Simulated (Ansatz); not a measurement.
# CH₃BrSZn: small, medium and large basis sets

One table from this session's results is given with a row withheld; the runs are named, their logs left out.

Program: Ansatz 0.2.0, Gaussian basis. Level of theory: one geometry, several basis sets. These are calculated values, not measurements.

The runs, in order: PBE0-D4/def2-SVP; ωB97M-V/def2-SVP; PBE0-D4/def2-QZVPP; ωB97M-V/def2-QZVPP; the functionals' def2-TZVPP values are taken from earlier runs.

## The geometry

An earlier PBE0-D4 in a triple-zeta def2 set relaxation fixed the geometry.

SMILES `C[S][Zn][Br]`, 7 atoms, charge 0, spin multiplicity 1.

Atoms are counted from 1 here; the program's logs count them from 0.

Bond lengths: C1–S2 1.825 Å, C1–H5 1.089 Å, C1–H6 1.089 Å, C1–H7 1.090 Å, S2–Zn3 2.155 Å, Zn3–Br4 2.237 Å. Angles: S2–C1–H5 111.8°, S2–C1–H6 111.8°, S2–C1–H7 105.9°, H5–C1–H6 110.1°, H5–C1–H7 108.5°, H6–C1–H7 108.5°, C1–S2–Zn3 102.1°, S2–Zn3–Br4 179.6°.

Set-up of the first run:

in.yaml

```yaml
crystal:
  periodic: [false, false, false]
  atoms:
    - {symbol: C, position_ang: [-0.999185, -0.311353, 0.624576]}
    - {symbol: S, position_ang: [0.565901, -1.188078, 0.290712]}
    - {symbol: Zn, position_ang: [1.642154, 0.248394, -0.902091]}
    - {symbol: Br, position_ang: [2.771337, 1.730055, -2.141382]}
    - {symbol: H, position_ang: [-0.836741, 0.603648, 1.191766]}
    - {symbol: H, position_ang: [-1.543322, -0.091564, -0.292458]}
    - {symbol: H, position_ang: [-1.600153, -0.991102, 1.228877]}
basis:
  gaussian: {orbitals: def2-SVP}
hamiltonian: {xc: pbe0, dispersion: d4}
output: {orbitals: {seedname: orbitals}}
```

Steps of the session up to this table: PBE0-D4 in def2-SVP; ωB97M-V in def2-SVP; PBE0-D4 in def2-QZVPP; ωB97M-V in def2-QZVPP.

One table of the session follows, with a row left open; its other results are not shown here.

It belongs to the step «Density functionals: the series». 

```
functional       basis  HOMO (eV)
   PBE0-D4    def2-SVP      -6.85
   PBE0-D4  def2-TZVPP      -7.06
   PBE0-D4  def2-QZVPP      -7.08
   ωB97M-V    def2-SVP      -8.99
   ωB97M-V  def2-TZVPP      -9.23
   ωB97M-V  def2-QZVPP          ?
```

Estimate the missing values for ωB97M-V, def2-QZVPP.

The run gave: HOMO (eV): -9.26. In the column «HOMO (eV)» it is the lowest.
